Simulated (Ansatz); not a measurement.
# NaHF2: the cost of one run

Program: Ansatz 0.2.0. Level of theory: DFT LDA, scalar-relativistic, plane waves, PAW. These are calculated values, not measurements.

2 further runs of the same task are left out: 1 that didn't finish, 1 set aside as unsound or not needed.

## (1) The system as given

Symmetry: R-3m, No. 166, trigonal system. The conventional cell has a = 3.346 Å, b = 3.346 Å, c = 13.565 Å, α = 90.00°, β = 90.00°, γ = 120.00°. Around Na (site symmetry -3m) lie 6 F at 2.24 Å. Around H (site symmetry -3m) lie 2 F at 1.14 Å. F (site symmetry 3m) is surrounded by 1 H at 1.14 Å.

Coordinates:

```
Na H F
1.0
     1.67305    0.96593    4.52158
    -1.67305    0.96593    4.52158
     0.00000   -1.93187    4.52158
Na H F
1 1 2
Direct
  0.00000 0.00000 0.00000
  0.50000 0.50000 0.50000
  0.41620 0.41620 0.41620
  0.58380 0.58380 0.58380
```

This cell was relaxed beforehand with the same method: volume 10.96 Å³/atom, gap on the mesh 6.90 eV.

## (2) Zero of the scan

The input, input.yaml:

```yaml
crystal:
  lattice:
    - [1.6730458035, 0.965933445, 4.5215772317]
    - [-1.6730458035, 0.965933445, 4.5215772317]
    - [0.0, -1.93186689, 4.5215772317]
  atoms:
    - { symbol: Na, position: [0.0, 0.0, 0.0] }
    - { symbol: H, position: [0.5, 0.5, 0.5] }
    - { symbol: F, position: [0.4162008773, 0.4162008773, 0.4162008773] }
    - { symbol: F, position: [0.5837991227, 0.5837991227, 0.5837991227] }
basis:
  ecutwfc: 420
kpoints:
  mp_grid: { grid: [9, 9, 9] }
hamiltonian:
  xc: lda
scf:
  occupations: { method: gaussian, width: 0.05 }
output:
  forces: true
  stress: true
  eigenvalues: true
```

On the command line:

```console
> ansatz run input.yaml --threads 4 --pin off --max-ram 5120MiB --backend cpu --events-out ev --progress --plain --runs-dir out
```

What time and memory should one allow on 4 threads of Arm Neoverse N1, shared host?

About 1.5 s, with a peak of 0.35 GiB.
